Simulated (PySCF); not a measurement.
# Ni(OH)₂: relaxation and vibrations of the singlet

The task is one start of a wider search on Ni(OH)₂: the singlet, from a bent start. It is relaxed, tested by its Hessian and followed downhill if it is a saddle.

The runs use PySCF 2.14.0; PBE0, basis Ni def2-TZVP, O def2-TZVP, H def2-TZVP, no relativity, density fitting.

## Step 1: Where the work starts

5 atoms, charge 0, spin multiplicity 1.

Bond lengths: Ni1–O2 1.730 Å, Ni1–O3 1.730 Å, O2–H4 0.960 Å, O3–H5 0.960 Å. Angles: O2–Ni1–O3 110.0°, Ni1–O2–H4 130.0°, Ni1–O3–H5 130.0°.

Coordinates in bohr (charge 0 multiplicity 1):
```
Ni    0.0000    0.0000    0.0000
O     2.6779    0.0000    1.8752
O    -2.6779    0.0000    1.8752
H     3.6332   -1.3897    2.5439
H    -3.6332    1.3897    2.5439
```

## Step 2: Finding the electronic state

The steps below are one call of a driver around PySCF. For each, scf.py gives the equivalent set-up of the SCF; relaxations use the driver's own optimiser. After this first run the driver tries any further starts and a stability analysis.

scf.py reads:

```python
from pyscf import gto, scf, dft
mol = gto.M(atom='''
Ni     0.000000     0.000000     0.000000
O      1.417100     0.000000     0.992300
O     -1.417100     0.000000     0.992300
H      1.922600    -0.735400     1.346200
H     -1.922600     0.735400     1.346200''',
    basis={'Ni': 'def2-TZVP', 'O': 'def2-TZVP', 'H': 'def2-TZVP'},
    charge=0, spin=0)
mf = dft.RKS(mol, xc='PBE0')
mf.grids.atom_grid = (50, 194)
aux = {'Ni': 'def2-universal-JKFIT', 'O': 'def2-universal-JKFIT', 'H': 'def2-universal-JKFIT'}
mf = mf.density_fit(auxbasis=aux)
mf.conv_tol = 1e-08
mf.diis_space = 10
mf.max_cycle = 60
mf.init_guess = 'minao'
mf.verbose = 4
mf.kernel()
```

Launch:

```console
OMP_NUM_THREADS=4 python axn.py task.json out
```

What it wrote, cut to the lines that bear on the results:

```text
[... the frontier levels of the middle cycles are left out ...]
init E= -1658.80814571766
  HOMO = 0.183144723162635  LUMO = 0.192364113273619  gap/eV = 0.25087
cycle= 1 E= -1634.29503522894  delta_E= 24.5  |g|= 9.14  |ddm|= 17.3
  HOMO = -1.81552790208752  LUMO = -1.80401524065785  gap/eV = 0.31328
cycle= 2 E= -1564.23112809857  delta_E= 70.1  |g|= 21.7  |ddm|= 23.7
  HOMO = -0.921007137577348  LUMO = -0.870223505520313  gap/eV = 1.38189
cycle= 3 E= -1629.83467287243  delta_E= -65.6  |g|= 15.6  |ddm|= 11.4
cycle= 4 E= -1640.30227238526  delta_E= -10.5  |g|= 12.8  |ddm|= 3.42
cycle= 5 E= -1648.26868929338  delta_E= -7.97  |g|= 10.1  |ddm|= 3.46
cycle= 6 E= -1649.92058215819  delta_E= -1.65  |g|= 8.97  |ddm|= 1.48
cycle= 7 E= -1655.91249798118  delta_E= -5.99  |g|= 5.81  |ddm|= 5.53
cycle= 8 E= -1657.75952036628  delta_E= -1.85  |g|=  3.7  |ddm|= 0.94
cycle= 9 E= -1659.35531141436  delta_E= -1.6  |g|= 1.25  |ddm|= 1.82
cycle= 10 E= -1659.52570000906  delta_E= -0.17  |g|= 0.826  |ddm|= 0.69
cycle= 11 E= -1659.58897319443  delta_E= -0.0633  |g|= 0.397  |ddm|= 0.292
cycle= 12 E= -1659.60905789747  delta_E= -0.0201  |g|= 0.0217  |ddm|= 0.177
cycle= 13 E= -1659.60908246626  delta_E= -2.46e-05  |g|= 0.0239  |ddm|= 0.0227
cycle= 14 E= -1659.60916063889  delta_E= -7.82e-05  |g|= 0.00433  |ddm|= 0.0116
cycle= 15 E= -1659.60916433361  delta_E= -3.69e-06  |g|= 0.00158  |ddm|= 0.00377
cycle= 16 E= -1659.60916533803  delta_E= -1e-06  |g|= 0.000725  |ddm|= 0.00283
cycle= 17 E= -1659.60916554132  delta_E= -2.03e-07  |g|= 0.000285  |ddm|= 0.00127
cycle= 18 E= -1659.60916558134  delta_E= -4e-08  |g|= 0.000235  |ddm|= 0.000663
cycle= 19 E= -1659.60916559317  delta_E= -1.18e-08  |g|= 0.000174  |ddm|= 0.000283
cycle= 20 E= -1659.60916559839  delta_E= -5.22e-09  |g|= 1.63e-05  |ddm|= 0.000175
  HOMO = -0.266890935978631  LUMO = -0.120510343844998  gap/eV = 3.98322
Extra cycle  E= -1659.60916559799  delta_E= 4.04e-10  |g|= 6.41e-05  |ddm|= 2.81e-05
converged SCF energy = -1659.60916559799
```

This step, with its further starts and checks, took 9.8 s on 4 threads of Arm Neoverse V1, shared host.

The starts that the driver tried:

| start | energy (Eh) |
| --- | --- |
| the minimal-basis guess | -1659.609166 |
| a thermally smeared density | -1659.609166 |
| a smeared PBE density | -1659.609166 |

No lower closed-shell solution turned up from the other starts or in the test of internal stability.

## Step 3: Relaxation: bent start, singlet

The program finds C2 symmetry in the start, which this walk keeps. Threshold on the gradient: 0.0003 Eh/bohr, with a further test on the energy change.

Changes to scf.py since step 2:

```diff
@@ -3,5 +3,5 @@
-Ni     0.000000     0.000000     0.000000
-O      1.417100     0.000000     0.992300
-O     -1.417100     0.000000     0.992300
-H      1.922600    -0.735400     1.346200
-H     -1.922600     0.735400     1.346200''',
+Ni     0.000000     0.000000    -0.374773
+O      1.417100    -0.000000     0.617527
+O     -1.417100     0.000000     0.617527
+H      1.922600    -0.735400     0.971427
+H     -1.922600     0.735400     0.971427''',
@@ -17 +16,0 @@
-mf.init_guess = 'minao'
```

Energy and gradient, step by step:

| step | energy (Eh) | change (kJ/mol) | largest symmetric gradient (Eh/bohr) |
| --- | --- | --- | --- |
| 0 | -1659.609166 | 0.00 | 0.03338 |
| 1 | -1659.622014 | -33.73 | 0.02360 |
| 2 | -1659.627171 | -47.27 | 0.00280 |
| 3 | -1659.627266 | -47.52 | 0.00262 |
| 4 | -1659.627295 | -47.60 | 0.00066 |
| 5 | -1659.627303 | -47.62 | 0.00051 |
| 6 | -1659.627315 | -47.65 | 0.00018 |
| 7 | -1659.627317 | -47.66 | 0.00015 |

The walk took 11 s.

After 7 steps and 47.7 kJ/mol it ends at C2: Ni–O 1.706 Å (×2), O–H 0.964 Å (×2); H–O–Ni 112.9° (×2), O–Ni–O 127.3°.

## Step 4: Is it a minimum? Harmonic modes

The point is checked on the finer grid, and tightened if its gradient asks for it. The Hessian and the dipole derivatives come from central differences of analytic gradients, with steps of 0.02 bohr.

Changes to scf.py since step 3:

```diff
@@ -3,5 +3,5 @@
-Ni     0.000000     0.000000    -0.374773
-O      1.417100    -0.000000     0.617527
-O     -1.417100     0.000000     0.617527
-H      1.922600    -0.735400     0.971427
-H     -1.922600     0.735400     0.971427''',
+Ni     0.000000     0.000000    -0.287023
+O      1.527008     0.085294     0.470094
+O     -1.527008    -0.085294     0.470094
+H      1.777012    -0.743097     0.894185
+H     -1.777012     0.743097     0.894185''',
@@ -11 +11 @@
-mf.grids.atom_grid = (50, 194)
+mf.grids.atom_grid = (75, 302)
@@ -14 +14 @@
-mf.conv_tol = 1e-08
+mf.conv_tol = 1e-10
```

This SCF starts from the last density.

Log of the central SCF (cycles and frontier levels):

```text
init E= -1659.62721508381
  HOMO = -0.268775290297907  LUMO = -0.123270628433971  gap/eV = 3.95938
cycle= 1 E= -1659.62721508382  delta_E= -8.64e-12  |g|= 4.68e-06  |ddm|= 2.17e-06
  HOMO = -0.268776186169335  LUMO = -0.123271648835733  gap/eV = 3.95938
Extra cycle  E= -1659.62721508378  delta_E= 3.64e-11  |g|= 1.9e-05  |ddm|= 7.39e-06
converged SCF energy = -1659.62721508378
```

The whole step took 41 s.

Geometry: C2; Ni–O 1.707 Å (×2), O–H 0.964 Å (×2); H–O–Ni 112.6° (×2), O–Ni–O 127.3°.

Modes, for the most abundant isotopes:

```json
{"symmetry": "a", "ω (cm⁻¹)": "132", "IR (km/mol)": "4.7", "μ (u)": "5.07"}
{"symmetry": "b", "ω (cm⁻¹)": "389", "IR (km/mol)": "49.8", "μ (u)": "1.25"}
{"symmetry": "a", "ω (cm⁻¹)": "457", "IR (km/mol)": "139", "μ (u)": "1.14"}
{"symmetry": "a", "ω (cm⁻¹)": "697", "IR (km/mol)": "54.4", "μ (u)": "10.15"}
{"symmetry": "b", "ω (cm⁻¹)": "769", "IR (km/mol)": "19.6", "μ (u)": "3.15"}
{"symmetry": "b", "ω (cm⁻¹)": "798", "IR (km/mol)": "287", "μ (u)": "1.49"}
{"symmetry": "a", "ω (cm⁻¹)": "867", "IR (km/mol)": "0.6", "μ (u)": "1.15"}
{"symmetry": "b", "ω (cm⁻¹)": "3836", "IR (km/mol)": "103", "μ (u)": "1.07"}
{"symmetry": "a", "ω (cm⁻¹)": "3839", "IR (km/mol)": "40.5", "μ (u)": "1.07"}
```

Every mode is real; the point is a minimum.

Constants and moments:

| Property | Result |
| --- | --- |
| Dipole moment | 0.77 D |
| Highest occupied level | -7.31 eV |
| Lowest empty level | -3.35 eV |
| Rotational constants | 1.141, 0.2048, 0.1785 cm⁻¹ |
| Zero-point energy | 70.5 kJ/mol |
| Principal polarisabilities | 24.7, 29.9, 45.1 bohr³ |
| Atomisation energy without zero-point energy | 1476 kJ/mol |
| Principal traceless quadrupole moments about the centre of mass | -10.49, 2.82, 7.67 D Å |
| Entropy at 298.15 K and 1 bar | 279.9 J/(mol K) |
| Heat capacity Cp at 298.15 K | 64.6 J/(mol K) |
| Enthalpy at 298.15 K above 0 K | 14.10 kJ/mol |
| Rotational symmetry number | 2 |

Charges (e) and bond orders:

| atom | Mulliken | Löwdin | polar tensor | Mayer order to Ni1 |
| --- | --- | --- | --- | --- |
| Ni1 | 0.66 | 0.23 | 0.97 | – |
| O2,3 | -0.66 | -0.28 | -0.74 | 1.05 |
| H4,5 | 0.33 | 0.16 | 0.25 | 0.01 |

Outer orbital energies (eV). occupied: -11.10, -10.45, -10.11, -9.31, -8.41, -8.37, -7.97, -7.31; empty: -3.35, -0.85, 1.69, 1.86.

Mulliken populations on Ni1: s 6.52, p 12.24, d 8.58, f 0.00.

## Step 5: The broken-symmetry singlet

A stability analysis found the closed shell of the lowest minimum unstable towards spin polarisation, so the unrestricted solution is followed.

The program finds C2 symmetry in the start, which may break. Threshold on the gradient: 0.0003 Eh/bohr, with a further test on the energy change.

Changes to scf.py since step 4:

```diff
@@ -3,5 +3,5 @@
-Ni     0.000000     0.000000    -0.287023
-O      1.527008     0.085294     0.470094
-O     -1.527008    -0.085294     0.470094
-H      1.777012    -0.743097     0.894185
-H     -1.777012     0.743097     0.894185''',
+Ni     0.000000     0.000000    -0.289327
+O      1.527008     0.085294     0.467790
+O     -1.527008    -0.085294     0.467790
+H      1.777012    -0.743097     0.891881
+H     -1.777012     0.743097     0.891881''',
@@ -10,2 +10,2 @@
-mf = dft.RKS(mol, xc='PBE0')
-mf.grids.atom_grid = (75, 302)
+mf = dft.UKS(mol, xc='PBE0')
+mf.grids.atom_grid = (50, 194)
@@ -14 +14 @@
-mf.conv_tol = 1e-10
+mf.conv_tol = 1e-08
```

Energy and gradient, step by step:

| step | energy (Eh) | change (kJ/mol) | largest gradient (Eh/bohr) |
| --- | --- | --- | --- |
| 0 | -1659.637299 | 0.00 | 0.01682 |
| 1 | -1659.639377 | -5.46 | 0.00692 |
| 2 | -1659.640333 | -7.97 | 0.01379 |
| 3 | -1659.641380 | -10.71 | 0.01157 |
| 4 | -1659.643514 | -16.32 | 0.00918 |
| 5 | -1659.644443 | -18.76 | 0.01077 |
| 6 | -1659.645353 | -21.14 | 0.00475 |
| 7 | -1659.645824 | -22.38 | 0.00559 |
| 8 | -1659.646284 | -23.59 | 0.00332 |
| 9 | -1659.646533 | -24.24 | 0.00351 |
| 10 | -1659.646714 | -24.72 | 0.00368 |
| 11 | -1659.646765 | -24.85 | 0.00394 |
| 12 | -1659.646828 | -25.02 | 0.00217 |
| 13 | -1659.646867 | -25.12 | 0.00248 |
| 14 | -1659.646881 | -25.16 | 0.00256 |
| 15 | -1659.646906 | -25.22 | 0.00130 |
| 16 | -1659.646909 | -25.23 | 0.00217 |
| 17 | -1659.646916 | -25.25 | 0.00056 |
| 18 | -1659.646919 | -25.26 | 0.00028 |

The walk took 55 s.

Geometry (Å) and forces (eV/Å) at some steps:

```
step 0
Ni   0.000   0.000  -0.289   0.000   0.000  -0.164
O    1.527   0.085   0.468   0.865  -0.038   0.060
O   -1.527  -0.085   0.468  -0.865   0.038   0.060
H    1.777  -0.743   0.892   0.007   0.072   0.021
H   -1.777   0.743   0.892  -0.007  -0.072   0.021
step 1
Ni   0.000   0.000  -0.291   0.000   0.000   0.148
O    1.580   0.067   0.415   0.288  -0.356   0.160
O   -1.580  -0.067   0.415  -0.288   0.356   0.160
H    1.771  -0.722   0.945   0.035   0.314  -0.234
H   -1.771   0.722   0.945  -0.035  -0.314  -0.234
step 9
Ni   0.000   0.000   0.342   0.000   0.000  -0.022
O    1.739  -0.008   0.414  -0.179   0.161   0.023
O   -1.739   0.008   0.414   0.180  -0.162   0.023
H    2.197  -0.820   0.630   0.081  -0.156  -0.012
H   -2.197   0.820   0.630  -0.081   0.157  -0.012
step 18
Ni   0.000   0.000   0.492   0.003  -0.001  -0.011
O    1.734   0.003   0.484   0.001  -0.003   0.008
O   -1.734  -0.003   0.484  -0.011   0.015   0.008
H    2.207  -0.833   0.485   0.012  -0.003  -0.002
H   -2.207   0.833   0.485  -0.005  -0.009  -0.003
```

After 18 steps and 25.3 kJ/mol it ends at C2h: Ni–O 1.734 Å (×2), O–H 0.960 Å (×2); H–O–Ni 119.4° (×2), O–Ni–O 179.5°.

## Step 6: Vibrations and properties at this point

As before: finer grid, then central differences.

Changes to scf.py since step 5:

```diff
@@ -3,5 +3,5 @@
-Ni     0.000000     0.000000    -0.289327
-O      1.527008     0.085294     0.467790
-O     -1.527008    -0.085294     0.467790
-H      1.777012    -0.743097     0.891881
-H     -1.777012     0.743097     0.891881''',
+Ni     0.000000    -0.000000     0.000000
+O      1.734357     0.001053     0.000054
+O     -1.734357    -0.001053    -0.000054
+H      2.210342    -0.832883    -0.000032
+H     -2.210342     0.832883     0.000032''',
@@ -11 +11 @@
-mf.grids.atom_grid = (50, 194)
+mf.grids.atom_grid = (75, 302)
@@ -14 +14 @@
-mf.conv_tol = 1e-08
+mf.conv_tol = 1e-10
```

Log of the central SCF (cycles and frontier levels):

```text
init E= -1659.64680866526
[... the frontier-level lines of each cycle are left out ...]
cycle= 1 E= -1659.64680866526  delta_E= 4.55e-12  |g|= 5.1e-06  |ddm|= 5.45e-06
Extra cycle  E= -1659.64680866521  delta_E= 4.37e-11  |g|= 1.78e-05  |ddm|= 8.97e-06
converged SCF energy = -1659.64680866521  <S^2> = 0.90095865  2S+1 = 2.1456548
```

The whole step took 1.9 min on 4 threads of Arm Neoverse V1, shared host.

Geometry: C2h; Ni–O 1.734 Å (×2), O–H 0.960 Å (×2); H–O–Ni 119.7° (×2), O–Ni–O 180.0°.

Modes, for the most abundant isotopes:

```json
{"ω (cm⁻¹)": "83", "IR (km/mol)": "0.6"}
{"ω (cm⁻¹)": "148", "IR (km/mol)": "11.6"}
{"ω (cm⁻¹)": "340", "IR (km/mol)": "245"}
{"ω (cm⁻¹)": "569", "IR (km/mol)": "291"}
{"ω (cm⁻¹)": "625", "IR (km/mol)": "0.0"}
{"ω (cm⁻¹)": "672", "IR (km/mol)": "0.0"}
{"ω (cm⁻¹)": "804", "IR (km/mol)": "178"}
{"ω (cm⁻¹)": "3890", "IR (km/mol)": "199"}
{"ω (cm⁻¹)": "3892", "IR (km/mol)": "0.0"}
```

No imaginary mode, so this is a minimum.

The SCF density has lower symmetry than the nuclear frame, so the modes carry no labels.

Properties at this point:

```yaml
Dipole_moment: 0.00 D
Highest_occupied_level: -8.10 eV
Lowest_empty_level: -3.66 eV
Rotational_constants: 13.26, 0.1587, 0.1569 cm⁻¹
Zero-point_energy: 65.9 kJ/mol
Principal_polarisabilities: 20.8, 23.4, 52.4 bohr³
Atomisation_energy_without_zero-point_energy: 1528 kJ/mol
Principal_traceless_quadrupole_moments_about_the_centre_of_mass: -10.87, -0.87, 11.74 D Å
Entropy_at_298.15_K_and_1_bar: 286.3 J/(mol K)
Heat_capacity_Cp_at_298.15_K: 71.2 J/(mol K)
Enthalpy_at_298.15_K_above_0_K: 15.99 kJ/mol
Rotational_symmetry_number: 2
Spin_squared_⟨S²⟩: 0.901
```

Charges (e) and bond orders:

```tsv
atom	Mulliken	Löwdin	polar tensor	spin (Mulliken)	Mayer order to Ni1
Ni1	0.65	0.37	1.03	0.00	–
O2,3	-0.66	-0.35	-0.81	0.00	1.10
H4,5	0.33	0.16	0.30	0.00	0.02
```

Mulliken populations on Ni1: s 6.68, p 12.28, d 8.38, f 0.00.

## Step 7: The points found, side by side

| spin | group | bonds | imaginary modes (cm⁻¹) | ΔE (kJ/mol) | with zero-point energy |
| --- | --- | --- | --- | --- | --- |
| broken-symmetry (Ms = 0) | C2h (density of lower symmetry) | Ni–O 1.734 Å (×2), O–H 0.960 Å (×2) | none | 0.0 | 0.0 |
| singlet | C2 | Ni–O 1.707 Å (×2), O–H 0.964 Å (×2) | none | 51.4 | 56.0 |

## Step 8: Summary of results

```
                                          quantity                                                                   value
                                           minimum                                           broken-symmetry (Ms = 0), C2h
                                          geometry  Ni–O 1.734 Å (×2), O–H 0.960 Å (×2); H–O–Ni 119.7° (×2), O–Ni–O 180.0°
                                wavenumbers (cm⁻¹)                            83, 148, 340, 569, 625, 672, 804, 3890, 3892
                                     dipole moment                                                                  0.00 D
highest occupied, lowest empty level (either spin)                                                         -8.10, -3.66 eV
                        polar-tensor charge of Ni1                                                                 +1.03 e
                                 zero-point energy                                                             65.9 kJ/mol
                               entropy at 298.15 K                                                         286.3 J/(mol K)
         atomisation energy (no zero-point energy)                                                             1528 kJ/mol
                                              ⟨S²⟩                                                                   0.901
```

What this shows: The bent start (C2) ends in a minimum of C2h symmetry. The determinant is spin-contaminated (⟨S²⟩ = 0.90 against 0.00), so it is no pure spin state. In the infrared the band at 569 cm⁻¹ leads. Ni1 has a polar-tensor charge of +1.0 e (a dipole derivative, not a static charge), yet symmetry cancels the bond dipoles. Other starts or spin states, not run here, may lie lower. The SCF density has lower symmetry than the nuclear frame.

The search up to here took 3.9 min.
